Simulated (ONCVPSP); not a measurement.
# How the fcfact shapes an ONCV potential for Ge, part 2 of 2

One potential is built and tested. Then the fcfact is changed, to learn what it costs or gains.

ONCVPSP 4.0.1; first potential PBE, scalar-relativistic. The steps go on from the part before.

### Step 7. Variant: fcfact = 1.06

File Ge.dat:

```
# ATOM AND REFERENCE CONFIGURATION
# atsym  z   nc   nv     iexc    psfile
  Ge 32.00    6    2        4      upf
#
#   n    l    f
    1    0    2.00
    2    0    2.00
    2    1    6.00
    3    0    2.00
    3    1    6.00
    3    2   10.00
    4    0    2.00
    4    1    2.00
#
# PSEUDOPOTENTIAL AND OPTIMIZATION
# lmax
    1
#
#   l,   rc,      ep,       ncon, nbas, qcut
    0    1.35    0.00    3    8    6.10
    1    1.35    0.00    3    6    5.60
#
# LOCAL POTENTIAL
# lloc, lpopt,  rc(5),   dvloc0
    1    5    1.35    0.00
#
# VANDERBILT-KLEINMAN-BYLANDER PROJECTORs
# l, nproj, debl
    0    1    2.00
    1    0    2.90
#
# MODEL CORE CHARGE
# icmod, fcfact, rcfact
    1    1.06    0.00
#
# LOG DERIVATIVE ANALYSIS
# epsh1, epsh2, depsh
   -2.00    5.00    0.02
#
# OUTPUT GRID
# rlmax, drl
    6.00    0.01
#
# TEST CONFIGURATIONS
# ncnf
    4
# nvcnf
#   n    l    f
    2
    4    0    2.00
    4    1    1.00
#
    2
    4    0    2.00
    4    1    0.00
#
    2
    4    0    1.00
    4    1    0.00
#
    2
    4    0    0.00
    4    1    4.00
#
```

Run with:

```console
$ oncvpsp.x < Ge.dat > Ge.out
```

What the program wrote to Ge.out (without the consistency checks and plot data):

```text
ONCVPSP  (Optimized Norm-Conservinng Vanderbilt PSeudopotential)
scalar-relativistic version 4.0.1

[... all-electron levels as in step 2 ...]

Begin loop to  construct optimized pseudo wave functions
and semi-local pseudopoentials for all angular momenta

Calculating optimized projector #   1

 for l=   0

    Fraction of norm inside rc  0.150172
    Optimizing pswf for qcut=   6.11 a_B^-1,  ecut=  18.68 Ha
    Residual kinetic energy error=  1.81D-04 Ha

    Energy error per electron        Cutoff
         Ha          eV             Ha
         0.01000     0.27211        5.56
         0.00100     0.02721        9.44
         0.00010     0.00272       30.97
         0.00001     0.00027      142.28

Calculating optimized projector #   1

 for l=   1

    Fraction of norm inside rc  0.057914
    Optimizing pswf for qcut=   5.59 a_B^-1,  ecut=  15.61 Ha
    Residual kinetic energy error=  1.76D-03 Ha

    Energy error per electron        Cutoff
         Ha          eV             Ha
         0.01000     0.27211        1.95
         0.00100     0.02721       30.36
         0.00010     0.00272       83.05

Construct Vanderbilt / Kleinmman-Bylander projectors

Model core correction analysis
  based on d2Exc/dn_idn_j

d2excae - all-electron derivatives

   -4.071294D-03   -1.244737D-03
   -1.666023D-03   -5.243657D-04

d2excps - pseudofunction derivatives with no core correction

   -1.325318D-02   -5.159985D-03
   -5.284208D-03   -2.114323D-03

rms 2nd derivative error    5.367854E-03

Polynomial model core charge

d2excps - pseudofunction derivatives with core correction

   -4.460825D-03   -1.401697D-03
   -1.822917D-03   -5.785197D-04

rms 2nd derivative error    2.257871E-04

Pseudoatom total energy   -3.850809

Diagnostic tests using Vanderbilt-Kleinman-Bylander pseudopotentials
  1 or more projectors used as specified by nproj input data

   l    rcore       rmatch      e in        delta e   norm test  slope test

   0   1.3570048   1.3982064  -0.4311238   0.0000155   1.0000078   0.9999253

   1   1.3570048   1.3982064  -0.1431542  -0.0000277   0.9998320   1.0001041

 Testing for bound ghosts
   n   l    E NL Schr. Eq   E Basis Diag.   E Cutoff

       0                      -22.159999    140.81  WARNING - GHOST(-)
   1   0       -0.431108       -0.394138    140.81

 Testing for highly-localized positive-energy ghosts
       l    <radius>/rc     E Basis Diag.   E Cutoff

Test configuration 0

   n   l     f        eae           eps        diff
   1   0  2.0000 -402.81570560
   2   0  2.0000  -50.41248757
   2   1  6.0000  -44.05181077
   3   0  2.0000   -6.19192659
   3   1  6.0000   -4.24897334
   3   2 10.0000   -1.07715362
   4   0  2.0000   -0.43112376   -0.43110824    1.55D-05
   4   1  2.0000   -0.14315416   -0.14318187   -2.77D-05

    Total energies and differences
      AE_ref= -2.09883316D+03  AE_tst= -2.09883316D+03  dif=  0.00D+00
      PS_ref= -3.85080907D+00  PS_tst= -3.85080907D+00  dif=  1.20D-14
      PSP excitation error= -1.20D-14

Test configuration 1

   n   l     f        eae           eps        diff
   1   0  2.0000 -403.15060002
   2   0  2.0000  -50.74465659
   2   1  6.0000  -44.38432619
   3   0  2.0000   -6.52362329
   3   1  6.0000   -4.58069972
   3   2 10.0000   -1.40818962
   4   0  2.0000   -0.72980429   -0.73072175   -9.17D-04
   4   1  1.0000   -0.41315242   -0.41374452   -5.92D-04

    Total energies and differences
      AE_ref= -2.09883316D+03  AE_tst= -2.09855959D+03  dif=  2.74D-01
      PS_ref= -3.85080907D+00  PS_tst= -3.57699058D+00  dif=  2.74D-01
      PSP excitation error= -2.48D-04

Test configuration 2

   n   l     f        eae           eps        diff
   1   0  2.0000 -403.55957955
   2   0  2.0000  -51.14734444
   2   1  6.0000  -44.78776752
   3   0  2.0000   -6.92516083
   3   1  6.0000   -4.98220147
   3   2 10.0000   -1.80786425
   4   0  2.0000   -1.07491036   -1.07923981   -4.33D-03

    Total energies and differences
      AE_ref= -2.09883316D+03  AE_tst= -2.09799220D+03  dif=  8.41D-01
      PS_ref= -3.85080907D+00  PS_tst= -3.00785716D+00  dif=  8.43D-01
      PSP excitation error= -2.00D-03

Test configuration 3

   n   l     f        eae           eps        diff
   1   0  2.0000 -404.08879965
   2   0  2.0000  -51.66384468
   2   1  6.0000  -45.30535013
   3   0  2.0000   -7.44173834
   3   1  6.0000   -5.49827965
   3   2 10.0000   -2.31871468
   4   0  1.0000   -1.48670540   -1.49926762   -1.26D-02

    Total energies and differences
      AE_ref= -2.09883316D+03  AE_tst= -2.09671363D+03  dif=  2.12D+00
      PS_ref= -3.85080907D+00  PS_tst= -1.72096583D+00  dif=  2.13D+00
      PSP excitation error= -1.03D-02

Test configuration 4

   n   l     f        eae           eps        diff
   1   0  2.0000 -402.94436209
   2   0  2.0000  -50.53585228
   2   1  6.0000  -44.17516320
   3   0  2.0000   -6.31937555
   3   1  6.0000   -4.37602391
   3   2 10.0000   -1.20052774
   4   1  4.0000   -0.19132028   -0.19162966   -3.09D-04

    Total energies and differences
      AE_ref= -2.09883316D+03  AE_tst= -2.09823798D+03  dif=  5.95D-01
      PS_ref= -3.85080907D+00  PS_tst= -3.25452478D+00  dif=  5.96D-01
      PSP excitation error= -1.10D-03
```

Run time: 2 s. Hardware: 1 thread, shared host.

Excitation and ionisation energies from 4s2 4p2, with the error of the potential.

```csv
valence configuration,charge,ΔE all-electron (eV),error AE − PS (meV)
4s2 4p1,+1,7.444,-6.7
4s2 4p0,+2,22.883,-54
4s1 4p0,+3,57.676,-280
4s0 4p4,0,16.196,-30
```

With this change the loose cutoff stays at 30 Ha, the largest test error goes from -272 to -280 meV and a bound ghost remains (s). The cutoff and ghost tests hold the potential at its reference, so a core or compensation setting can't move them.

### Step 8. Comparison

The summary covers parts 1 to 2.

Cutoffs, loose and tight: the cutoffs (Ha) at which the residual kinetic energy of the hardest occupied pseudo-wave falls to 1 and 0.1 mHa per electron; empty and scattering waves don't count. The number of plane waves in a given cell goes as the cutoff to the power 3/2; it is given for the loose cutoff, relative to the first potential. Test errors are all-electron less pseudo. The phase difference is the largest within 0.5 Ha of zero, over the channels with partial waves.

```csv
fcfact,outcome,"cutoff, loose","cutoff, tight","plane waves, relative",bound ghosts,largest test error (meV),phase difference near zero (rad)
0.68 (first),generated,30 Ha,83 Ha,1.00,s,-272,0.023
0.84,generated,30 Ha,83 Ha,1.00,s,-278,0.023
1.06,generated,30 Ha,83 Ha,1.00,s,-280,0.023
```

In words: The loose cutoff is 30 Ha at 0.68, 30 Ha at 0.84 and 30 Ha at 1.06. The largest test error is 272 meV at 0.68, 278 meV at 0.84 and 280 meV at 1.06. The cutoffs concern the waves at a fixed potential, which this setting can't move; it bears on the density and its cutoff, which were not tested. Every potential shown has a bound ghost; this setting does not remove it.

The first potential by itself. It has a bound ghost (s), a state that the atom doesn't have, and that rules the file out. The worst unpolarised test, 4s1 4p0, is off by 272 meV on 57.7 eV; by total energies transferability rates as poor. That test lies far up in energy; among those under 40 eV, nearer to bonding, the largest error is 54 meV. It counts as of middling hardness, with 30 Ha needed at the looser tolerance. The tighter tolerance needs 83 Ha, and converged work needs a cutoff nearer that. At the looser tolerance the 4p wave is the slowest; 4s needs 9 Ha.
